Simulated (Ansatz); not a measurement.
Runs of Ansatz 0.2.0 on ScTaN. Symmetry: P-3m1, No. 164, trigonal system. Conventional cell: a = 3.085 Å, b = 3.085 Å, c = 10.340 Å, α = 90.00°, β = 90.00°, γ = 120.00°. Ta (site symmetry 3m) has 3 N at 2.20 Å as nearest neighbours. Sc (site symmetry -3m) is surrounded by 6 Sc at 3.09 Å and 6 Ta at 3.10 Å. Around Sc (site symmetry -3m) lie 6 N at 2.23 Å. N (site symmetry 3m) is surrounded by 3 Ta at 2.20 Å and 3 Sc at 2.23 Å. The cell comes from a database or a generator and needn't be the stable form of this composition.

```tsv
level	U	hubbard projectors	double counting	gap on the mesh (eV)	pressure (GPa)	largest force (eV/Å)
r2SCAN+U	Sc d U = 3 eV, Ta d U = 3 eV	ortho-atomic (the default)	fll (the default)	none	(b)	(a)
r2SCAN+U	Sc d U = 5 eV, Ta d U = 5 eV	ortho-atomic (the default)	fll (the default)	none	7.9	0.46
r2SCAN	-	-	-	none	-2.5	0.13
r2SCAN+U	Sc d U = 6 eV, Ta d U = 6 eV	ortho-atomic (the default)	fll (the default)	none	11.3	0.52
r2SCAN+U	Sc d U = 8 eV, Ta d U = 8 eV	ortho-atomic (the default)	fll (the default)	none	18.5	0.70
```

Alike in all rows: task band structure; potentials or basis Ansatz PAW; no spin polarisation; cell as given; k mesh 10 × 10 × 3; cutoff (eV) 500; smearing fermi-dirac 0.05 eV.

Problem. Estimate the missing entries.

Solution. (a) 0.34; (b) 2.4.

Caveats: spin-orbit coupling is left out, which moves the levels of the heavy elements; the PAW data sets come from PBE, with cores solved anew for the run's functional, which leaves a small shift of forces and pressure; U without spin polarisation on a metal has little footing (some runs).

A k mesh can miss the band edges, and the runs leave out spin-orbit coupling on Ta.

A gap of «none» marks a metal or a gap under the smearing width.
